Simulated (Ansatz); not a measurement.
# Be2ZnSe3: the cost of one run

Program: Ansatz 0.2.0. Level of theory: DFT r2SCAN, scalar-relativistic, plane waves, PAW. These are calculated values, not measurements.

1 further run of the same task is left out (set aside as unsound or not needed).

## Step 1: The system as given

It takes space group I-4m2 (No. 119, tetragonal). The conventional cell has a = 3.774 Å, b = 3.774 Å, c = 16.257 Å, α = 90.00°, β = 90.00°, γ = 90.00°. Around Be (site symmetry 2mm) lie 4 Se at 2.26 to 2.27 Å. Zn (site symmetry -4m2) has 4 Se at 2.44 Å as nearest neighbours. Around Se (site symmetry 2mm) lie 2 Be at 2.26 Å and 2 Zn at 2.44 Å. Se (site symmetry -4m2) is surrounded by 4 Be at 2.27 Å.

Structure file:

```
Be Zn Se
1.0
    -1.88718    1.88718    8.12871
     1.88718   -1.88718    8.12871
     1.88718    1.88718   -8.12871
Be Zn Se
2 1 3
Direct
  0.82800 0.82800 0.00000
  0.17200 0.17200 0.00000
  0.50000 0.50000 0.00000
  0.40455 0.90455 0.50000
  0.09545 0.59545 0.50000
  0.75000 0.25000 0.50000
```

It is the end of an earlier relaxation with the same method, from a generated guess; it is a trial structure. At a tolerance of 0.02 Å it has space group I-4m2 (No. 119); it has 19.30 Å³/atom, an uncorrected energy of -0.74 eV/atom over the elements and, on its mesh, gap 2.65 eV.

## Step 2: The same geometry with r2SCAN

input.yaml reads:

```yaml
crystal:
  lattice:
    - [-1.8871845406, 1.8871845406, 8.1287059405]
    - [1.8871845406, -1.8871845406, 8.1287059405]
    - [1.8871845406, 1.8871845406, -8.1287059405]
  atoms:
    - { symbol: Be, position: [0.827998996, 0.827998996, 0.0] }
    - { symbol: Be, position: [0.172001004, 0.172001004, 0.0] }
    - { symbol: Zn, position: [0.5, 0.5, 0.0] }
    - { symbol: Se, position: [0.4045472051, 0.9045472051, 0.5] }
    - { symbol: Se, position: [0.0954527949, 0.5954527949, 0.5] }
    - { symbol: Se, position: [0.75, 0.25, 0.5] }
basis:
  ecutwfc: 500
kpoints:
  mp_grid: { grid: [8, 8, 8] }
  band_path:
    path:
      - [[0.0, 0.0, 0.0], [0.0, 0.0, 0.5], [0.25, 0.25, 0.25], [0.0, 0.5, 0.0], [0.0, 0.0, 0.0], [0.5, 0.5, -0.5], [0.26347491, 0.73652509, -0.26347491]]
      - [[-0.26347491, 0.26347491, 0.26347491], [0.0, 0.0, 0.0]]
      - [[0.0, 0.0, 0.5], [-0.02694982, 0.02694982, 0.5]]
      - [[0.5, 0.5, -0.02694982], [0.5, 0.5, -0.5]]
    npoints: 14
hamiltonian:
  xc: r2scan
scf:
  occupations: { method: gaussian, width: 0.02 }
  n_extra_bands: 15
output:
  forces: true
  stress: true
  eigenvalues: true
  populations: true
  dos: { projected: true, de: 0.02, nscf_kmesh: { grid: [12, 12, 12] } }
  bader: true
  write_density: true
  write_potential: true
  elf: true
  volumetric_format: npy
```

On the command line:

```bash
$ ansatz run input.yaml --threads 1 --pin off --max-ram 2560MiB --backend cpu --events-out ev --progress --plain --runs-dir out
```

What time and memory should one allow on 1 thread of Intel Xeon 6975P-C (Granite Rapids), shared host?

About 2.6 min, with a peak of 1.1 GiB.
